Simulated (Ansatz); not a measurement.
# CHBOS: basis-set convergence

The task here is to estimate one member of a computed series from the others.

Computed with Ansatz 0.2.0, Gaussian basis. Level: one geometry, several basis sets.

The runs, in order: PBE0-D4/def2-SVP; ωB97M-V/def2-SVP; PBE0-D4/def2-QZVPP; ωB97M-V/def2-QZVPP; the functionals' def2-TZVPP values are taken from earlier runs.

### Structure used throughout

All runs share one geometry, relaxed beforehand with PBE0-D4 in a triple-zeta def2 set.

SMILES `S=C1BO1`, 5 atoms, charge 0, spin multiplicity 1.

Atoms are counted from 1 here; the program's logs count them from 0.

Bond lengths: S1–C2 1.582 Å, C2–B3 1.481 Å, C2–O4 1.425 Å, B3–O4 1.361 Å, B3–H5 1.181 Å. Angles: S1–C2–B3 172.0°, S1–C2–O4 132.2°, B3–C2–O4 55.8°, C2–B3–O4 60.0°, C2–B3–H5 163.2°, O4–B3–H5 136.8°, C2–O4–B3 64.2°.

The first run:

Contents of in.yaml:

```yaml
crystal:
  periodic: [false, false, false]
  atoms:
    - {symbol: S, position_ang: [-2.128908, -0.717401, 0.172294]}
    - {symbol: C, position_ang: [-0.637142, -0.205599, 0.043221]}
    - {symbol: B, position_ang: [0.677124, 0.461341, -0.102017]}
    - {symbol: O, position_ang: [0.615588, -0.883303, 0.097039]}
    - {symbol: H, position_ang: [1.523237, 1.271262, -0.251937]}
basis:
  gaussian: {orbitals: def2-SVP}
hamiltonian: {xc: pbe0, dispersion: d4}
output: {orbitals: {seedname: orbitals}}
```

Command:

```
$ ansatz run in.yaml --threads 2 --pin off --events-out ev --progress --plain --max-ram 4352MiB
```

Steps of the session up to this table: PBE0-D4 in def2-SVP; ωB97M-V in def2-SVP; PBE0-D4 in def2-QZVPP; ωB97M-V in def2-QZVPP.

One table of the session follows, with a row left open; its other results are not shown here.

It belongs to the step «Density functionals: the series». 

| functional | basis | HOMO (eV) | LUMO (eV) |
| --- | --- | --- | --- |
| PBE0-D4 | def2-SVP | -6.81 | -2.47 |
| PBE0-D4 | def2-TZVPP | -6.92 | -2.62 |
| PBE0-D4 | def2-QZVPP | -6.95 | -2.67 |
| ωB97M-V | def2-SVP | ? | ? |
| ωB97M-V | def2-TZVPP | -9.05 | -0.40 |
| ωB97M-V | def2-QZVPP | -9.09 | -0.48 |

**Question.** Estimate the row for ωB97M-V, def2-SVP.

The run gave: HOMO (eV): -8.91; LUMO (eV): -0.17. In the column «HOMO (eV)» it lies between ωB97M-V, def2-TZVPP (-9.05) and PBE0-D4, def2-QZVPP (-6.95).
